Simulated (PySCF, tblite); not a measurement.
# C5H13GeNSi: geometry, infrared bands and NMR shifts

Wanted: the infrared bands and NMR shifts of C5H13GeNSi (`[SiH3]/N=C/[CH2][GeH2][CH]1CC1`), by calculation.

The runs use tblite 0.8.0 and PySCF 2.14.0, with density-fitted response routines of our own; the level of theory stands in each step. All values are computed, except where a source is named. Atoms count from 0, in the outputs and in this text.

## (1) Starting geometry

21 atoms, charge 0, multiplicity 1; geometry from: force field or distance geometry start.

Bonds of the start (Å): Si0–N1 1.77, N1–C2 1.29, C2–C3 1.50, C3–Ge4 1.92, Ge4–C5 1.94, C5–C6 1.51, C6–C7 1.52, C7–C5 1.50, Si0–H8 1.47, Si0–H9 1.47, Si0–H10 1.47, C2–H11 1.08, C3–H12 1.14, C3–H13 1.11, Ge4–H14 1.56, Ge4–H15 1.57, C5–H16 1.10, C6–H17 1.13, C6–H18 1.09, C7–H19 1.12, C7–H20 1.10.

## (2) Optimising the geometry with GFN2-xTB

The job: settings as JSON, then the geometry in Å.

```
{"job": {"kind": "relax", "xc": "GFN2-xTB", "basis": "xTB"}, "charge": 0, "multiplicity": 1}
Si     4.597800     0.179600     0.296700
N      2.987800     0.920800     0.376600
C      1.970800     0.130000     0.431100
C      0.628500     0.793800     0.493800
Ge    -0.682800    -0.294800    -0.396900
C     -2.415400    -0.188500     0.466300
C     -3.498300    -0.941600    -0.265900
C     -3.527900     0.574500    -0.186400
H      5.040200    -0.431200     1.558900
H      5.554900     1.257200     0.015700
H      4.690100    -0.813500    -0.778700
H      2.089700    -0.945400     0.409200
H      0.353900     0.797300     1.604100
H      0.706400     1.837000     0.116500
H     -0.779700    -0.006400    -1.931700
H     -0.226000    -1.788400    -0.269400
H     -2.367100    -0.222500     1.564600
H     -4.174800    -1.501300     0.446500
H     -3.271700    -1.408200    -1.225500
H     -4.313500     0.920500     0.539100
H     -3.371700     1.148100    -1.110200
```

Run with:

```sh
$ OMP_NUM_THREADS=1 python probes_run.py task.json out
```

One launch serves the whole session: the jobs run in the order shown.

**Question.** This job is followed by: GFN2-xTB harmonic vibrations, gas phase; GIAO PBE0/pcSseg-1 NMR shielding, non-relativistic, gas phase. What will the session give for the following? strongest single infrared mode (GFN2-xTB); zero-point energy (GFN2-xTB); 13C shifts against TMS (PBE0/pcSseg-1, means over atoms taken as alike); 1H shifts against TMS (PBE0/pcSseg-1, means over atoms taken as alike); 29Si shifts against TMS (PBE0/pcSseg-1); 15N shifts against NH3 (PBE0/pcSseg-1); 73Ge shifts against GeMe4 (PBE0/pcSseg-1).

**Answer**, as computed:

| quantity | value |
| --- | --- |
| strongest single infrared mode (GFN2-xTB) | 1743 cm⁻¹, 514 km/mol |
| zero-point energy (GFN2-xTB) | 97.7 kcal/mol |
| 13C shifts against TMS (PBE0/pcSseg-1, means over atoms taken as alike) | 177.9, 35.3, 4.0, -1.6 ppm |
| 1H shifts against TMS (PBE0/pcSseg-1, means over atoms taken as alike) | 8.71, 4.91, 3.83, 2.43, 0.74, 0.30, -0.01 ppm |
| 29Si shifts against TMS (PBE0/pcSseg-1) | -60.2 ppm |
| 15N shifts against NH3 (PBE0/pcSseg-1) | 358.6 ppm |
| 73Ge shifts against GeMe4 (PBE0/pcSseg-1) | -107 ppm |

**Reading.** Relaxing lowered the energy by 0.737 eV in 175 steps; the close pair that moved most is C3–Ge4, from 1.923 to 1.997 Å. All 57 modes are real, so the xTB geometry is a minimum. The strongest single mode, at 1743 cm⁻¹, moves mainly C2 and N1. Unscaled tight-binding wavenumbers are off by several per cent, some by more. Its intensities can rank the bands wrongly. At PBE0/pcSseg-1: The widest tensor belongs to N1: span 688 ppm, with a paramagnetic part of -417 ppm. Spin-orbit coupling is left out, which matters for shieldings and couplings at and beside the heavy atoms.
